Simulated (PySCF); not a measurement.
# RuNF: relaxation and vibrations of the triplet

Aim: relax RuNF as a triplet from a bent start, check by its vibrations whether the end is a minimum, and collect its spectrum and constants.

Method: PBE0, basis Ru def2-TZVP with ECP28, N def2-TZVP, F def2-TZVP, scalar-relativistic core potentials, no spin–orbit coupling, density fitting; program: PySCF 2.14.0.

**1. The starting structure**

3 atoms, charge 0, spin multiplicity 3.

Bond lengths: Ru1–N2 1.740 Å, Ru1–F3 1.890 Å. Angles: N2–Ru1–F3 110.0°.

```xyz
3
charge 0 multiplicity 3
Ru    0.0000    0.0000    0.0000
N    -1.4253    0.0000    0.9980
F     1.5482    0.0000    1.0841
```

**2. First SCF at the start**

The steps below are one call of a driver around PySCF. For each, scf.py gives the equivalent set-up of the SCF; relaxations use the driver's own optimiser. After this first run the driver tries any further starts and a stability analysis.

scf.py

```python
from pyscf import gto, scf, dft
mol = gto.M(atom='''
Ru     0.000000     0.000000     0.000000
N     -1.425300     0.000000     0.998000
F      1.548200     0.000000     1.084100''',
    basis={'Ru': 'def2-TZVP', 'N': 'def2-TZVP', 'F': 'def2-TZVP'},
    ecp={'Ru': 'def2-TZVP'},
    charge=0, spin=2)
mf = dft.UKS(mol, xc='PBE0')
mf.grids.atom_grid = (50, 194)
aux = {'Ru': 'def2-universal-JKFIT', 'N': 'def2-universal-JKFIT', 'F': 'def2-universal-JKFIT'}
mf = mf.density_fit(auxbasis=aux)
mf.conv_tol = 1e-08
mf.diis_space = 10
mf.max_cycle = 60
mf.init_guess = 'minao'
mf.verbose = 4
mf.kernel()
```

Started as:

```bash
$ OMP_NUM_THREADS=4 python axn.py task.json out
```

The log of the run:

```text
init E= -241.349731144048
[... the frontier-level lines of each cycle are left out ...]
cycle= 1 E= -248.574204536  delta_E= -7.22  |g|= 1.36  |ddm|= 2.98
cycle= 2 E= -240.901825772152  delta_E= 7.67  |g|= 3.45  |ddm|= 3.91
cycle= 3 E= -249.039969189448  delta_E= -8.14  |g|= 0.788  |ddm|= 3.83
cycle= 4 E= -249.159430477355  delta_E= -0.119  |g|= 0.648  |ddm|= 0.569
cycle= 5 E= -249.289538031081  delta_E= -0.13  |g|= 0.0688  |ddm|= 0.277
cycle= 6 E= -249.291524727872  delta_E= -0.00199  |g|= 0.0326  |ddm|= 0.0543
cycle= 7 E= -249.29197993777  delta_E= -0.000455  |g|= 0.0182  |ddm|= 0.0214
cycle= 8 E= -249.292163888314  delta_E= -0.000184  |g|= 0.0121  |ddm|= 0.0181
cycle= 9 E= -249.292329000713  delta_E= -0.000165  |g|= 0.00349  |ddm|= 0.0177
cycle= 10 E= -249.292397624568  delta_E= -6.86e-05  |g|= 0.00295  |ddm|= 0.0112
cycle= 11 E= -249.292495213766  delta_E= -9.76e-05  |g|= 0.0025  |ddm|= 0.0178
cycle= 12 E= -249.292661603889  delta_E= -0.000166  |g|= 0.00192  |ddm|= 0.0406
cycle= 13 E= -249.292741921753  delta_E= -8.03e-05  |g|= 0.000721  |ddm|= 0.0377
cycle= 14 E= -249.292749890541  delta_E= -7.97e-06  |g|= 0.000382  |ddm|= 0.0125
cycle= 15 E= -249.292750271653  delta_E= -3.81e-07  |g|= 0.000181  |ddm|= 0.00128
cycle= 16 E= -249.29275047088  delta_E= -1.99e-07  |g|= 8.4e-05  |ddm|= 0.0017
cycle= 17 E= -249.292750480567  delta_E= -9.69e-09  |g|= 1.87e-05  |ddm|= 0.00024
Extra cycle  E= -249.292750480729  delta_E= -1.61e-10  |g|= 4.41e-05  |ddm|= 5.72e-05
converged SCF energy = -249.292750480729  <S^2> = 2.0710285  2S+1 = 3.0469844
```

This step, with its further starts and checks, took 9.3 s on 4 threads of Arm Neoverse V2, shared host.

Energies from each starting density:

```tsv
start	energy (Eh)
the minimal-basis guess	-249.292750
a thermally smeared density	-249.305826
a smeared PBE density	-249.305826
```

The first run landed in a state that is too high. Following the other starts and the instabilities gains 34.3 kJ/mol (-249.30583 Eh), and the work goes on from there.

**3. Relaxing the triplet from the bent start**

The program finds Cs symmetry in the start, which this walk keeps.

Changes to scf.py since step 2:

```diff
@@ -3,3 +3,3 @@
-Ru     0.000000     0.000000     0.000000
-N     -1.425300     0.000000     0.998000
-F      1.548200     0.000000     1.084100''',
+Ru    -0.070084     0.000000    -0.256262
+N     -1.495384     0.000000     0.741738
+F      1.478116     0.000000     0.827838''',
@@ -16 +15,0 @@
-mf.init_guess = 'minao'
```

Energy and gradient, step by step:

```tsv
step	energy (Eh)	change (kJ/mol)	largest symmetric gradient (Eh/bohr)
0	-249.305826	0.00	0.09090
1	-249.333324	-72.20	0.02027
2	-249.338196	-84.99	0.01239
3	-249.339601	-88.68	0.00873
4	-249.339695	-88.92	0.00485
5	-249.339716	-88.98	0.00016
6	-249.339716	-88.98	0.00001
```

The walk took 9.1 s.

Positions (Å) and forces (eV/Å) along the way:

```
step 0
Ru  -0.070   0.000  -0.256  -4.569   0.000   4.674
N   -1.495   0.000   0.742   4.354   0.000  -3.978
F    1.478   0.000   0.828   0.215   0.000  -0.696
step 1
Ru  -0.122   0.000  -0.147   0.144   0.000   1.043
N   -1.478   0.000   0.666  -0.331   0.000  -0.533
F    1.513   0.000   0.794   0.187   0.000  -0.509
step 3
Ru  -0.112   0.000   0.020  -0.435   0.000   0.273
N   -1.607   0.000   0.572   0.449   0.000  -0.217
F    1.632   0.000   0.721  -0.014   0.000  -0.056
step 6
Ru  -0.115   0.000   0.036   0.000   0.000   0.000
N   -1.611   0.000   0.563   0.000   0.000   0.001
F    1.638   0.000   0.714   0.000   0.000  -0.002
```

End point (Cs, 6 steps, 89.0 kJ/mol gained): Ru–F 1.880 Å, Ru–N 1.587 Å; F–Ru–N 139.4°.

**4. Hessian and properties**

The point is checked on the finer grid, and tightened if its gradient asks for it. The Hessian and the dipole derivatives come from central differences of analytic gradients, with steps of 0.02 bohr.

Changes to scf.py since step 3:

```diff
@@ -3,3 +3,3 @@
-Ru    -0.070084     0.000000    -0.256262
-N     -1.495384     0.000000     0.741738
-F      1.478116     0.000000     0.827838''',
+Ru    -0.091520     0.000000    -0.150598
+N     -1.587651     0.000000     0.377230
+F      1.661199     0.000000     0.528343''',
@@ -10 +10 @@
-mf.grids.atom_grid = (50, 194)
+mf.grids.atom_grid = (75, 302)
@@ -13 +13 @@
-mf.conv_tol = 1e-08
+mf.conv_tol = 1e-10
```

This SCF starts from the last density.

SCF at the final geometry:

```text
init E= -249.339580462254
[... the frontier-level lines of each cycle are left out ...]
cycle= 1 E= -249.339580462259  delta_E= -4.6e-12  |g|= 2.4e-06  |ddm|= 3.28e-06
Extra cycle  E= -249.339580462234  delta_E= 2.52e-11  |g|= 8.98e-06  |ddm|= 5.81e-06
converged SCF energy = -249.339580462234  <S^2> = 2.0230831  2S+1 = 3.0153495
```

The whole step took 32 s.

Geometry: Cs; Ru–F 1.880 Å, Ru–N 1.587 Å; F–Ru–N 139.4°.

Harmonic modes (main isotopes):

| symmetry | ω (cm⁻¹) | IR (km/mol) | μ (u) | type |
| --- | --- | --- | --- | --- |
| a' | 183 | 7.4 | 18.39 | bend |
| a' | 635 | 117 | 21.43 | stretch |
| a' | 1167 | 94.2 | 15.67 | stretch |

All wavenumbers are real: a minimum.

Properties at this point:

```
Dipole moment                                                   : 1.62 D
Highest occupied level                                          : -6.75 eV
Lowest empty level                                              : -4.06 eV
Rotational constants                                            : 1.999, 0.1878, 0.1717 cm⁻¹
Zero-point energy                                               : 11.9 kJ/mol
Principal polarisabilities                                      : 34.5, 35.1, 49.2 bohr³
Atomisation energy without zero-point energy                    : 854 kJ/mol
Principal traceless quadrupole moments about the centre of mass : -7.84, 2.88, 4.96 D Å
Entropy at 298.15 K and 1 bar (electronic part: spin only)      : 285.8 J/(mol K)
Heat capacity Cp at 298.15 K                                    : 46.0 J/(mol K)
Enthalpy at 298.15 K above 0 K                                  : 11.88 kJ/mol
Rotational symmetry number                                      : 1
Spin squared ⟨S²⟩                                               : 2.023
```

Populations by atom (charges in e):

```
atom  Mulliken  Löwdin  polar tensor  spin (Mulliken)  Mayer order to Ru1
 Ru1      0.95    0.56          1.09             1.97                   –
  N2     -0.41   -0.20         -0.44             0.02                2.73
  F3     -0.54   -0.35         -0.65             0.01                0.66
```

Mulliken populations on Ru1 (outside its core potential): s 2.58, p 6.14, d 6.30, f 0.02.

**5. Summary of results**

| quantity | value |
| --- | --- |
| minimum | triplet, Cs |
| geometry | Ru–F 1.880 Å, Ru–N 1.587 Å; F–Ru–N 139.4° |
| wavenumbers (cm⁻¹) | 183 (a'), 635 (a'), 1167 (a') |
| dipole moment | 1.62 D |
| highest occupied, lowest empty level (either spin) | -6.75, -4.06 eV |
| polar-tensor charge of Ru1 | +1.09 e |
| zero-point energy | 11.9 kJ/mol |
| entropy at 298.15 K | 285.8 J/(mol K) |
| atomisation energy (no zero-point energy) | 854 kJ/mol |
| ⟨S²⟩ | 2.023 |

What this shows: The molecule stays Cs, as typed, and the end point is a minimum. The strongest infrared band lies at 635 cm⁻¹ (a', stretch). Most of the spin sits on Ru1 (Mulliken spin 1.97, against 2 for the whole molecule). The first SCF alone would have been 34 kJ/mol too high. Other starts or spin states, not run here, may lie lower. One determinant may miss the lowest occupation of an open d or f shell.

The search up to here took 50 s.
